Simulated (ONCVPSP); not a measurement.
# An ONCV potential for fluorine, from input to tests

Do these settings give a usable potential? It is generated, then checked for transferability, scattering, ghosts and hardness.

Program: ONCVPSP 4.0.1.1 (patched build). Reference atom: PBE, scalar-relativistic, spherical and spin-unpolarised. All values are calculated.

**1. Starting point**

Typed settings, in words:

```
element                 : fluorine (F, Z = 9)
type                    : optimised norm-conserving Vanderbilt (ONCV)
frozen core             : [He]
valence charge          : 7
reference configuration : 2s2 2p5
partial waves           : 2s: rc 0.75 bohr, ncon 5, nbas 10, qcut 8.9 1/bohr, 2 projectors, debl 2.3 Ha; 2p: rc 1.25 bohr, ncon 4, nbas 8, qcut 11.2 1/bohr, 2 projectors, debl 0.6 Ha; d scattering state at 0.31 Ha: rc 1.20 bohr, ncon 5, nbas 8, qcut 7.6 1/bohr, 2 projectors, debl 0.8 Ha
local potential         : polynomial inside 0.65 bohr (lpopt 5, dvloc0 -1 Ha)
core correction         : Teter function, fcfact 3, rcfact 1.15
```

The outer shells as boxes (Hund's rule for the drawing; the calculation is spin-unpolarised):

```
[He] core
2s [↑↓]
2p [↑↓][↑↓][↑ ]
```

An earlier all-electron run gives the scale for the radii.

All-electron outer shells of the reference configuration (PBE, scalar-relativistic, ld1.x):

```csv
shell,level (eV),outermost node (bohr),outermost maximum (bohr)
1s,-663.37,–,0.11
2s,-29.90,0.24,0.76
2p,-11.11,–,0.71
```

**2. Generation**

Contents of F.dat:

```
# ATOM AND REFERENCE CONFIGURATION
# atsym  z   nc   nv     iexc    psfile
  F 9.00    1    2        4      upf
#
#   n    l    f
    1    0    2.00
    2    0    2.00
    2    1    5.00
#
# PSEUDOPOTENTIAL AND OPTIMIZATION
# lmax
    2
#
#   l,   rc,      ep,       ncon, nbas, qcut
    0    0.75    0.00    5   10    8.90
    1    1.25    0.00    4    8   11.20
    2    1.20    0.31    5    8    7.60
#
# LOCAL POTENTIAL
# lloc, lpopt,  rc(5),   dvloc0
    4    5    0.65   -1.00
#
# VANDERBILT-KLEINMAN-BYLANDER PROJECTORs
# l, nproj, debl
    0    2    2.30
    1    2    0.60
    2    2    0.80
#
# MODEL CORE CHARGE
# icmod, fcfact, rcfact
    3    3.00    1.15
#
# LOG DERIVATIVE ANALYSIS
# epsh1, epsh2, depsh
   -3.00    5.00    0.02
#
# OUTPUT GRID
# rlmax, drl
    6.00    0.01
#
# TEST CONFIGURATIONS
# ncnf
    4
# nvcnf
#   n    l    f
    2
    2    0    2.00
    2    1    4.00
#
    2
    2    0    2.00
    2    1    3.00
#
    2
    2    0    2.00
    2    1    2.00
#
    2
    2    0    1.00
    2    1    5.00
#
```

Launch:

```bash
oncvpsp.x < F.dat > F.out
```

What does the calculation give? Wanted: cutoffs for 1 and 0.1 mHa per electron, occupied waves; bound ghosts; GHOST(+) flags; largest test error; largest phase difference near zero energy, channels read; rms error of d²Exc/dn², without and with the model core.

**Answer**, as computed:

```
                                                quantity                  value
  cutoffs for 1 and 0.1 mHa per electron, occupied waves      139 Ha and 472 Ha
                                            bound ghosts             none found
                                          GHOST(+) flags           d at 1931 eV
                            largest test error (AE − PS)  +514 meV, for 2s2 2p2
largest phase difference near zero energy, channels read              0.000 rad
 rms error of d²Exc/dn², without and with the model core      1.82 and 1.92 mHa
```

In words: The worst unpolarised test, 2s2 2p2, is off by 514 meV on 118.4 eV; by total energies transferability rates as poor. That test lies far up in energy; among those under 40 eV, nearer to bonding, the largest error is 17 meV. It counts as very hard, with 139 Ha needed at the looser tolerance. The tighter tolerance needs 472 Ha, and converged work needs a cutoff nearer that. At the looser tolerance the 2s wave is the slowest; 2p needs 44 Ha. The program's ghost test flags no bound state. Near zero energy the phases of the channels with partial waves agree within 0.001 rad. The program also flags highly localised states, GHOST(+) (d).
